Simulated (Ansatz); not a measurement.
This script makes a check of PAW against all-electron LAPW of BiSb, space group R3m with Ansatz 0.2.0 through its Python package.

`paw_lapw_bisb.py`
```python
"""Checking the PAW result for BiSb with LAPW."""

import ansatz as az
import numpy as np

FUNCTIONAL = "LDA"
KMESH = (6, 6, 6)
FILLING = "Marzari-Vanderbilt"
SMEARING_WIDTH = 0.01


def count_gap(report):
    # lowest empty less highest filled band, counting bands; zero where they overlap
    return max(report.get("gap_by_band_count_ev") or 0.0, 0.0)


def main() -> None:
    lattice = az.Lattice.of(
        [2.2263, 1.28535, 3.97515],
        [-2.2263, 1.28535, 3.97515],
        [0.0, -2.5707, 3.97515],
    )
    sites = [
        ("Sb", [0.76803, 0.76803, 0.76803]),
        ("Bi", [0.23197, 0.23197, 0.23197]),
    ]
    structure = az.Crystal(lattice=lattice)
    for symbol, position in sites:
        structure = structure.atom(symbol, position)

    model = (
        structure.calculation()
        .functional(FUNCTIONAL)
        .kpoints(*KMESH)
        .occupations(FILLING, width=SMEARING_WIDTH)
        .stress()
        .forces()
        .band_table()
    )
    variants = {
        "PAW": model.pseudopotentials("paw"),
        "LAPW": model.pseudopotentials("all_electron", lapw=True),
    }
    # totals differ by the cores that each treatment holds, so compare what does not depend on them
    rows = []
    for label, variant in variants.items():
        report = variant.run(threads=1).report
        levels = np.array(report["eigenvalues_ev"][0]) - report["fermi_energy_ev"]
        print(label, "levels at the first k-point near E_F:", np.round(levels[np.abs(levels) < 5], 3))
        rows.append((label, report["n_electrons"], np.trace(report["stress_gpa"]) / 3, count_gap(report)))
    print("     treatment  electrons in bands           P GPa  gap by band count eV")
    for row in rows:
        print(f"{str(row[0]):>14s}  {row[1]:18.1f}  {row[2]:14.3f}  {row[3]:20.3f}")


if __name__ == "__main__":
    main()
```

How well do the two treatments of the cores agree on the pressure?

PAW gives -2.736 GPa and LAPW -2.715 GPa, 0.020 GPa apart. They took 7.8 and 50.3 s of processor time.

What the script printed:

```console
$ python paw_lapw_bisb.py
DeckWarning: basis.ecutwfc = 420 eV, auto-derived from the records' recommended cutoffs: set by Sb (normal level)
PAW levels at the first k-point near E_F: [-1.613 -1.216 -1.216  2.264  2.854  2.854]
LAPW levels at the first k-point near E_F: [-1.614 -1.217 -1.217  2.263  2.853  2.853]
     treatment  electrons in bands           P GPa  gap by band count eV
           PAW                30.0          -2.736                 0.108
          LAPW                60.0          -2.715                 0.108
```
(Warnings from the package without file and line.)

What to keep in mind:
- Spin-orbit coupling, left out here, can change this gap by several tenths of an eV, and inverted bands can meet off the mesh.
- The computed bands are complete only to about 4.4 eV above the Fermi level.
- The gap on the mesh is very small: a semilocal functional closes or nearly closes the gap of many narrow semiconductors.
- The structure comes from a database of computed cells and needn't be a stable or known phase.
- Gaps and levels are Kohn-Sham values on a finite set of k-points, without spin-orbit coupling.
- Pressure is positive in compression; the treatments may keep other shells as core, so totals and counts of electrons can differ.
- It ran for 60 s on 1 thread of Arm Neoverse N1 (shared host), peak memory 0.51 GiB.
